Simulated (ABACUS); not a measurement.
Set up this calculation in ABACUS 3.10.1, as the native input.

```yaml
Task: single point
Functional: PBE
Potentials_or_basis: SG15 ONCV 1.2 PBE
Cutoff: 1361 eV
Density_cutoff: 5442 eV
Basis: DZP LCAO (the cutoffs set its grid)
k_mesh: 11 × 11 × 1
Occupations: fermi-dirac, width 0.05 eV
Spin: no spin polarisation
Radial_cutoff_of_the_potentials_pseudo_rcut: 7 bohr
Orbital_files: Ir Ir_confined-atom_7au_3s2p2d1f.orb
SCF_threshold_on_the_density: 1e-06
Max_SCF_steps: 100
Eigensolver: genelpa
Mixing: broyden
Mixing_share: 0.3
Symmetry_key: 1
Mixing_history: 12
```

Ir, a slab with vacuum:

```
Ir
1.0
     2.71487    0.00000    0.00000
    -1.35743    2.35114    0.00000
     0.00000    0.00000   23.86671
Ir
5
Direct
  0.66667 0.33333 0.31425
  0.33333 0.66667 0.40712
  0.00000 0.00000 0.50000
  0.66667 0.33333 0.59288
  0.33333 0.66667 0.68575
```

The slab is cut from a database's or a generator's crystal, which needn't be the stable form of the element.

One way to write it, as run:

INPUT

```
INPUT_PARAMETERS
suffix              Ir
calculation         scf
basis_type          lcao
pseudo_dir          ./
orbital_dir         ./
symmetry            1
dft_functional      pbe
ecutwfc             100
pseudo_rcut         7
nspin               1
nbands              52
ks_solver           genelpa
smearing_method     fd
smearing_sigma      0.00367493
scf_thr             1e-06
scf_nmax            100
mixing_type         broyden
mixing_beta         0.3
cal_force           1
out_mul             1
mixing_ndim         12
out_chg             1
out_pot             2
out_elf             1
```

STRU

```
ATOMIC_SPECIES
Ir 192.2170 Ir_ONCV_PBE-1.2.upf

NUMERICAL_ORBITAL
Ir_confined-atom_7au_3s2p2d1f.orb

LATTICE_CONSTANT
1.8897261246

LATTICE_VECTORS
2.7148657757 0.0000000000 0.0000000000
-1.3574328878 2.3511427296 0.0000000000
0.0000000000 0.0000000000 23.8667144941

ATOMIC_POSITIONS
Direct

Ir
0.0
5
0.6666666667 0.3333333333 0.3142451803 1 1 1
0.3333333333 0.6666666667 0.4071225902 1 1 1
0.0000000000 0.0000000000 0.5000000000 1 1 1
0.6666666667 0.3333333333 0.5928774098 1 1 1
0.3333333333 0.6666666667 0.6857548197 1 1 1
```

KPT

```
K_POINTS
0
Gamma
11 11 1 0 0 0
```

Potentials or basis: SG15 ONCV 1.2 PBE, DZP LCAO (the cutoffs set its grid).

Command:

```console
$ OMP_NUM_THREADS=1 mpirun -np 4 abacus > log
```

It gave:

The largest force is 0.256 eV/Å. The band gap on the k mesh is none (metal or under the smearing width). The work function of the upper face is 4.99 eV and the work function of the lower face is 4.99 eV.

Caveat: the atomic orbitals were generated for these runs and aren't a published set; confined orbitals describe the vacuum poorly, which shifts work functions; the basis of atomic orbitals isn't converged, which shifts pressures, moduli and gaps.

Run time: 57 s on 4 MPI ranks on Intel(R) Xeon(R) Platinum 8259CL CPU @ 2.50GHz (Skylake/Cascade Lake), on a shared host, peak memory 0.56 GiB a rank.
